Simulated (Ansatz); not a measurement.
## Sn, space group I4/mmm: a convergence test of the plane-wave cutoff, step by step

With Ansatz 0.2.0 through its Python package.

Interactive session:
```pycon
>>> import warnings
>>> import ansatz
>>> from pymatgen.core import Lattice, Structure
>>> from pymatgen.io.ase import AseAtomsAdaptor
>>> SETTINGS = {
...     "functional": "r2SCAN",
...     "kgrid": (13, 13, 13),
...     "filling": "cold",
...     "smearing_width": 0.1,
... }
>>> warnings.simplefilter("ignore", ansatz.DeckWarning)
>>> pmg_structure = Structure(
...     Lattice([(-1.59075, 1.59075, 2.91565), (1.59075, -1.59075, 2.91565), (1.59075, 1.59075, -2.91565)]),
...     ["Sn"],
...     [
...         (0.0, 0.0, 0.0),
...     ],
... )
>>> crystal = ansatz.Crystal.from_ase(AseAtomsAdaptor.get_atoms(pmg_structure))
>>> len(crystal.resolved().sites)
1
>>> calc = (
...     crystal.calculation()
...     .functional(SETTINGS["functional"])
...     .kpoints(*SETTINGS["kgrid"])
...     .occupations(SETTINGS["filling"], width=SETTINGS["smearing_width"])
...     .stress()
... )
>>> rows = []
>>> for value in [300, 350, 400, 450]:
...     rep = calc.basis(value).run().report
...     rows.append((value, rep["free_energy_ev"] / len(rep["lattice"]["sites"]), rep["n_iterations"], sum(rep["stress_gpa"][i][i] for i in range(3)) / 3, rep["n_pw"]))
...
>>> print(" cutoff (eV)   F/atom (eV)    iterations       P (GPa)   plane waves")
 cutoff (eV)   F/atom (eV)    iterations       P (GPa)   plane waves
>>> for row in rows:
...     print(f"{str(row[0]):>12s}  {row[1]:12.5f}  {row[2]:12d}  {row[3]:12.3f}  {row[4]:12d}")
...
         300   -6038.31734             6        -2.824           349
         350   -6038.35076             6        -2.862           429
         400   -6038.35333             6        -2.857           517
         450   -6038.35462             6        -2.864           639
>>> for row in rows[:-1]:
...     shift = 1000 * (row[1] - rows[-1][1])
...     print(f"{row[0]}: {shift:+.2f} meV/atom" + ("  (within 5 meV)" if abs(shift) < 5 else ""))
...
300: +37.28 meV/atom
350: +3.86 meV/atom  (within 5 meV)
400: +1.30 meV/atom  (within 5 meV)
```

What to keep in mind:
- Pressure is positive in compression.
- This isn't the structure that Sn takes at ambient conditions.
- Shifts are counted from the last row, which is itself no proven limit.
- The script silences the warnings on its input, which a real study should read.
- Timing: 20 s on 1 thread of Arm Neoverse V2 (shared host), peak memory 0.58 GiB.
